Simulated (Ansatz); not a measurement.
# 64-atom supercell of rocksalt NaF

Wanted: energy, pressure and frontier levels of the defect-free cell (PBEsol, HSE06 and r²SCAN).

Program: Ansatz 0.2.0, PAW, plane waves. These are calculated values, not measurements.

## Step 1: The system as built

64 atoms (32 F, 32 Na); a = 9.260 Å, b = 9.260 Å, c = 9.260 Å, α = 90.00°, β = 90.00°, γ = 90.00°.

The runs, in order: (2) PBEsol cell relaxation at the single k point (¼, ¼, ¼), on 7 threads of Arm Neoverse-V2; (3) HSE06 single point at the Γ point alone, on 7 threads of Arm Neoverse-V2; (4) r²SCAN single point at the Γ point alone, on 7 threads of Arm Neoverse-V2.

## Step 2: PBEsol relaxation of the cell and the positions

Contents of in.yaml:

```yaml
crystal:
  lattice:
    - [9.260000, 0.000000, 0.000000]
    - [0.000000, 9.260000, 0.000000]
    - [0.000000, 0.000000, 9.260000]
  atoms:
    - { symbol: F, position: [0.250000, 0.000000, 0.000000] }
    - { symbol: F, position: [0.250000, 0.000000, 0.500000] }
    - { symbol: F, position: [0.250000, 0.500000, 0.000000] }
    - { symbol: F, position: [0.250000, 0.500000, 0.500000] }
    - { symbol: F, position: [0.750000, 0.000000, 0.000000] }
    - { symbol: F, position: [0.750000, 0.000000, 0.500000] }
    - { symbol: F, position: [0.750000, 0.500000, 0.000000] }
    - { symbol: F, position: [0.750000, 0.500000, 0.500000] }
    - { symbol: F, position: [0.000000, 0.250000, 0.000000] }
    - { symbol: F, position: [0.000000, 0.250000, 0.500000] }
    - { symbol: F, position: [0.000000, 0.750000, 0.000000] }
    - { symbol: F, position: [0.000000, 0.750000, 0.500000] }
    - { symbol: F, position: [0.500000, 0.250000, 0.000000] }
    - { symbol: F, position: [0.500000, 0.250000, 0.500000] }
    - { symbol: F, position: [0.500000, 0.750000, 0.000000] }
    - { symbol: F, position: [0.500000, 0.750000, 0.500000] }
    - { symbol: F, position: [0.000000, 0.000000, 0.250000] }
    - { symbol: F, position: [0.000000, 0.000000, 0.750000] }
    - { symbol: F, position: [0.000000, 0.500000, 0.250000] }
    - { symbol: F, position: [0.000000, 0.500000, 0.750000] }
    - { symbol: F, position: [0.500000, 0.000000, 0.250000] }
    - { symbol: F, position: [0.500000, 0.000000, 0.750000] }
    - { symbol: F, position: [0.500000, 0.500000, 0.250000] }
    - { symbol: F, position: [0.500000, 0.500000, 0.750000] }
    - { symbol: F, position: [0.250000, 0.250000, 0.250000] }
    - { symbol: F, position: [0.250000, 0.250000, 0.750000] }
    - { symbol: F, position: [0.250000, 0.750000, 0.250000] }
    - { symbol: F, position: [0.250000, 0.750000, 0.750000] }
    - { symbol: F, position: [0.750000, 0.250000, 0.250000] }
    - { symbol: F, position: [0.750000, 0.250000, 0.750000] }
    - { symbol: F, position: [0.750000, 0.750000, 0.250000] }
    - { symbol: F, position: [0.750000, 0.750000, 0.750000] }
    - { symbol: Na, position: [0.000000, 0.000000, 0.000000] }
    - { symbol: Na, position: [0.000000, 0.000000, 0.500000] }
    - { symbol: Na, position: [0.000000, 0.500000, 0.000000] }
    - { symbol: Na, position: [0.000000, 0.500000, 0.500000] }
    - { symbol: Na, position: [0.500000, 0.000000, 0.000000] }
    - { symbol: Na, position: [0.500000, 0.000000, 0.500000] }
    - { symbol: Na, position: [0.500000, 0.500000, 0.000000] }
    - { symbol: Na, position: [0.500000, 0.500000, 0.500000] }
    - { symbol: Na, position: [0.250000, 0.250000, 0.000000] }
    - { symbol: Na, position: [0.250000, 0.250000, 0.500000] }
    - { symbol: Na, position: [0.250000, 0.750000, 0.000000] }
    - { symbol: Na, position: [0.250000, 0.750000, 0.500000] }
    - { symbol: Na, position: [0.750000, 0.250000, 0.000000] }
    - { symbol: Na, position: [0.750000, 0.250000, 0.500000] }
    - { symbol: Na, position: [0.750000, 0.750000, 0.000000] }
    - { symbol: Na, position: [0.750000, 0.750000, 0.500000] }
    - { symbol: Na, position: [0.250000, 0.000000, 0.250000] }
    - { symbol: Na, position: [0.250000, 0.000000, 0.750000] }
    - { symbol: Na, position: [0.250000, 0.500000, 0.250000] }
    - { symbol: Na, position: [0.250000, 0.500000, 0.750000] }
    - { symbol: Na, position: [0.750000, 0.000000, 0.250000] }
    - { symbol: Na, position: [0.750000, 0.000000, 0.750000] }
    - { symbol: Na, position: [0.750000, 0.500000, 0.250000] }
    - { symbol: Na, position: [0.750000, 0.500000, 0.750000] }
    - { symbol: Na, position: [0.000000, 0.250000, 0.250000] }
    - { symbol: Na, position: [0.000000, 0.250000, 0.750000] }
    - { symbol: Na, position: [0.000000, 0.750000, 0.250000] }
    - { symbol: Na, position: [0.000000, 0.750000, 0.750000] }
    - { symbol: Na, position: [0.500000, 0.250000, 0.250000] }
    - { symbol: Na, position: [0.500000, 0.250000, 0.750000] }
    - { symbol: Na, position: [0.500000, 0.750000, 0.250000] }
    - { symbol: Na, position: [0.500000, 0.750000, 0.750000] }
  symmetry: { detect: false }
kpoints:
  mp_grid: { grid: [1, 1, 1], shift: [0.25, 0.25, 0.25] }
hamiltonian:
  xc: pbesol
scf:
  occupations: { method: fermi_dirac, width: 0.01 }
relax:
  f_tol: 0.03
  max_steps: 80
  escape_saddle: false
  adjacent_minimum: "off"
  cell: { fix: [shape] }
output:
  forces: true
  eigenvalues: true
  populations: true
```

Run with:

```bash
> ansatz run in.yaml --threads 7 --pin off --max-ram 13300MiB --runs-dir r --events-out ev --progress --plain
```

The runs that follow: HSE06 on the final geometry; r²SCAN single point.

Before running it: what results should come out? Wanted: for each run, top filled to lowest empty; energy; pressure.

As calculated:

```
             level                     time   k points  top filled to lowest empty (eV)  energy (eV/atom)  pressure (GPa)
PBEsol, relaxation     18 s (7 CPU threads)  (¼, ¼, ¼)                             6.78        -1139.4612           -0.03
             HSE06  2.9 min (7 CPU threads)          Γ                             8.50        -1148.7170               -
            r²SCAN     15 s (7 CPU threads)          Γ                             7.15        -1150.6841               -
```

```
     quantity                                                                      value
   relaxation                                           2 recorded steps, 0.00 eV gained
largest shift                                                                     0.00 Å
 relaxed cell  a = 9.260 Å, b = 9.260 Å, c = 9.260 Å, α = 90.00°, β = 90.00°, γ = 90.00°
```

The atoms kept their fractional positions, and energy and volume hardly changed. At the same k points, r²SCAN gives a spacing 1.35 eV smaller than the 8.50 eV of HSE06. The relaxation ran on other k points, so part of any difference from the later rows can come from the mesh. The HSE06 single point took about 12 times as long as the r²SCAN one on the same kind of device. With one k point the spacing samples only the states that fold onto it, so it can exceed the gap over the zone.
